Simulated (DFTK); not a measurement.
Input of a DFTK 0.8.2 run:

File run.jl:

```julia
using DFTK
using PseudoPotentialData
using Unitful, UnitfulAtomic
using LinearAlgebra, Printf
include("save.jl")
disable_threading()

# lattice vectors are the columns
lattice = austrip(1u"Å") * [           0.0        2.47502        2.47502;
                  2.47502            0.0        2.47502;
                  2.47502        2.47502            0.0]
symbols   = [:Pb]
positions = [[0.0, 0.0, 0.0]]
pseudopotentials = PseudoFamily("dojo.nc.sr.pbesol.v0_4_1.standard.upf")
elements = Dict(s => ElementPsp(s, pseudopotentials) for s in unique(symbols))
atoms    = [elements[s] for s in symbols]

build_model(lattice, positions; symmetries=true) =
    model_DFT(lattice, atoms, positions;
              functionals=PBEsol(),
              temperature=austrip(0.05u"eV"),
              smearing=Smearing.FermiDirac(),
              symmetries)
Ecut  = 34.0  # hartree
kgrid = [9, 9, 9]
tol   = 1e-6
to_GPa = ustrip(uconvert(u"GPa", 1u"hartree/bohr^3"))

results["points"] = []
for scale in [0.94, 0.96, 0.98, 1.0, 1.02, 1.04, 1.06]
    println("\n=== scale = ", scale)
    model = build_model(cbrt(scale) * lattice, positions)
    basis = PlaneWaveBasis(model; Ecut, kgrid)
    t0 = time()
    scfres = self_consistent_field(basis;
                                   tol,
                                   nbandsalg=AdaptiveBands(model; n_bands_converge=12))
    seconds = time() - t0
    @printf "SCF: %d iterations, %.1f s\n" scfres.n_iter seconds
    forces = compute_forces_cart(scfres)
    stress = compute_stresses_cart(scfres)
    @printf "V = %.5f Å^3  F = %.8f Ha  max force = %.5f eV/Å  p = %.4f GPa\n" ustrip(auconvert(u"Å^3", model.unit_cell_volume)) scfres.energies.total ustrip(auconvert(u"eV/Å", maximum(norm, forces))) (-tr(stress) / 3 * to_GPa)
    push!(results["points"], save_scf!(scfres; forces, stress, d=Dict{String,Any}("seconds" => seconds, "n_matvec" => get(scfres, :n_matvec, 0))))
end

# third-order Birch-Murnaghan fit in x = V^(-2/3)
V = [0.94, 0.96, 0.98, 1.0, 1.02, 1.04, 1.06] * abs(det(lattice))
E = [p["total"] for p in results["points"]]
x = V .^ (-2 / 3)
c = [x .^ 0 x x .^ 2 x .^ 3] \ E
Δ = c[3]^2 - 3c[2] * c[4]
if Δ > 0
    x0 = (-c[3] + sqrt(Δ)) / 3c[4]
    B0 = 4 / 9 * x0^(7 / 2) * (2c[3] + 6c[4] * x0)
    @printf "V0 = %.4f Å^3  B0 = %.2f GPa\n" ustrip(auconvert(u"Å^3", x0^(-3 / 2))) B0 * to_GPa
end
```

Potentials or basis: dojo.nc.sr.pbesol.v0_4_1.standard.upf (PBEsol).

Run with:

```bash
$ julia --threads=1 run.jl  # save.jl only writes the numbers to a file and isn't shown; printed stress counts tension as positive; times include loading and compiling
```

(1) What does it give for the bulk modulus?

(2) Estimate the equilibrium volume.

(3) What does it give for the pressure derivative of the bulk modulus?

Results:

(1) 49 GPa.

(2) 29.95 Å³/atom.

(3) 5.4.

The cell as given is a measured one (30.32 Å³/atom); PBEsol puts the equilibrium volume -1.2 % from it, thermal expansion not counted.
